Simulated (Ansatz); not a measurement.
**C2H5FOSi2: a ladder of functionals and wavefunction methods**

Aim: compute C2H5FOSi2 with functionals from several rungs and with coupled cluster, and see how far each lands from CCSD(T) at the basis-set limit for the atomisation energy.

Method: functionals in def2-TZVPP, the program's frozen cores in correlated methods; program: Ansatz 0.2.0, Gaussian basis.

The runs, in order: PBE-D4, r2SCAN-D4, PBE0-D4, B3LYP-D4, ωB97X-V, ωB97M-V, B2PLYP; CCSD(T)/def2-TZVPP; MP2/def2-QZVPP; extrapolation to the limit.

**1. Structure used throughout**

All runs share one geometry, relaxed beforehand with PBE0-D4 in a triple-zeta def2 set.

SMILES `O/C=C1\[SiH2][SiH]1F`, 11 atoms, charge 0, spin multiplicity 1.

Atoms are counted from 1 here; the program's logs count them from 0.

Bond lengths: O1–C2 1.341 Å, O1–H7 0.966 Å, C2–C3 1.332 Å, C2–H8 1.086 Å, C3–Si4 1.934 Å, C3–Si5 1.769 Å, Si4–Si5 2.539 Å, Si4–H9 1.529 Å, Si4–H10 1.760 Å, Si5–F6 1.593 Å, Si5–H11 1.473 Å. Angles: C2–O1–H7 109.1°, O1–C2–C3 126.3°, O1–C2–H8 109.9°, C3–C2–H8 123.9°, C2–C3–Si4 133.9°, C2–C3–Si5 138.9°, Si4–C3–Si5 86.5°, C3–Si4–Si5 44.1°, C3–Si4–H9 95.3°, C3–Si4–H10 82.3°, Si5–Si4–H9 81.4°, Si5–Si4–H10 39.2°, H9–Si4–H10 82.5°, C3–Si5–Si4 49.5°, C3–Si5–F6 120.7°, C3–Si5–H11 123.3°, Si4–Si5–F6 126.6°, Si4–Si5–H11 119.1° and more.

**2. PBE-D4 (GGA)**

Input file in.yaml:

```yaml
crystal:
  periodic: [false, false, false]
  atoms:
    - {symbol: O, position_ang: [0.665901, -1.974275, -1.693103]}
    - {symbol: C, position_ang: [0.333979, -0.698752, -1.446881]}
    - {symbol: C, position_ang: [0.077984, -0.167425, -0.252052]}
    - {symbol: Si, position_ang: [0.271306, -0.798862, 1.565698]}
    - {symbol: Si, position_ang: [-0.293565, 1.411986, 0.452418]}
    - {symbol: F, position_ang: [0.689531, 2.647313, 0.242420]}
    - {symbol: H, position_ang: [0.735135, -2.449925, -0.855452]}
    - {symbol: H, position_ang: [0.301721, -0.139229, -2.377671]}
    - {symbol: H, position_ang: [-1.222072, -0.753198, 1.891087]}
    - {symbol: H, position_ang: [0.167409, 0.920763, 1.924629]}
    - {symbol: H, position_ang: [-1.662029, 1.944603, 0.569507]}
basis:
  gaussian: {orbitals: def2-TZVPP}
hamiltonian: {xc: pbe, dispersion: d4}
output: {forces: true, orbitals: {seedname: orbitals}}
```

Command:

```
> ansatz run in.yaml --threads 4 --pin off --events-out ev --progress --plain --max-ram 10444MiB
```

Further steps of the session: r2SCAN-D4 (meta-GGA); PBE0-D4 (hybrid); B3LYP-D4 (hybrid); ωB97X-V (range-separated); ωB97M-V (range-separated); B2PLYP (double hybrid); CCSD(T) in def2-TZVPP; MP2 in def2-QZVPP.

Before running them: what should the planned runs give, taken together? Wanted: atomisation energy, CCSD(T)/CBS; farthest; mean size of error, hybrid; mean size of error, range-separated; gap, smallest and largest; T1 diagnostic; triples share of the correlation energy.

As calculated:

```
                               quantity                                value
        atomisation energy, CCSD(T)/CBS                            42.694 eV
    functionals within 0.213 eV (0.5 %)  PBE0-D4, B3LYP-D4, ωB97X-V, ωB97M-V
                               farthest                   PBE-D4 (+1.151 eV)
             mean size of error, hybrid                             0.092 eV
    mean size of error, range-separated                             0.122 eV
              gap, smallest and largest  2.94 eV (PBE-D4), 8.90 eV (ωB97X-V)
                          T1 diagnostic                               0.0159
triples share of the correlation energy                                4.1 %
```

**Reading.** PBE-D4 misses by +1.151 eV. Double hybrids carry the basis error of their MP2 part in triple zeta, and no dispersion term here, so their miss is partly the set-up's. The reference freezes the cores and leaves out relativity and excitations past (T), so misses under about 0.213 eV can't be ranked. Hartree-Fock recovers 70 % of the binding; the rest is correlation. Orbital gaps span 2.9 to 8.9 eV; exact exchange widens them.
